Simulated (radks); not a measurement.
**Nuclear size and the levels of Re⁺**

One table from this session's results is given with a row withheld; the runs are named, their logs left out.

The numbers are computed with radks (a radial shooting solver on a logarithmic mesh, Libxc functionals) version 1 (Dirac Kohn-Sham, exchange-only LDA, spin-unpolarised, spherical densities, finite nucleus; open shells are shared between the two j in proportion to 2j + 1), except any that are marked as measured or tabulated.

## The system

| Item | Value |
| --- | --- |
| element | rhenium (Z = 75) |
| charge | +1 |
| electrons | 74 |
| configuration | [Xe] 4f14 5d5 6s1 |
| nuclear rms radius | 5.3698 fm |

The outer shells:

Re⁺
```
[Xe] core
4f [↑↓][↑↓][↑↓][↑↓][↑↓][↑↓][↑↓]
5d [↑ ][↑ ][↑ ][↑ ][↑ ]
6s [↑ ]
```

Set-up of the first run:

Settings of this run:

```text
Z 75
configuration [Xe] 4f14 5d5 6s1 6p0 7s0
relativity Dirac
functional lda,
spin unpolarised
j_filling average
nucleus finite rms 5.3698 fm
c 137.035999084
```

Run with:

```bash
python run_ks.py task.json out
```

The same process makes all the runs of this session.

Among the steps run: rms radius 5.3698 fm.

One of the session's tables, all rows but one given; the rest of the session is left out.

It belongs to the step «rms radius 5.3698 fm». From the orbitals of this run (lengths in bohr):

| level | <r> | outermost maximum (interpolated) | 90 % within | nodes |
| --- | --- | --- | --- | --- |
| 4f5/2 | 0.5766 | 0.414 | 0.948 | 0 |
| 4f7/2 | 0.5855 | 0.419 | 0.964 | 0 |
| 5d3/2 | 1.830 | 1.40 | 2.88 | 2 |
| 6s1/2 | 2.887 | 2.49 | 4.22 | 5 |
| 5d5/2 | ? | ? | ? | ? |
| 6p1/2 | 3.638 | 3.06 | 5.41 | 4 |
| 6p3/2 | 3.974 | 3.36 | 5.89 | 4 |
| 7s1/2 | 7.470 | 6.70 | 10.8 | 6 |

Q: Estimate the row for 5d5/2 from the others.

**Answer.** <r>: 1.903; outermost maximum (interpolated): 1.44; 90 % within: 3.01; nodes: 2. In the column «<r>» it lies between 5d3/2 (1.830) and 6s1/2 (2.887).
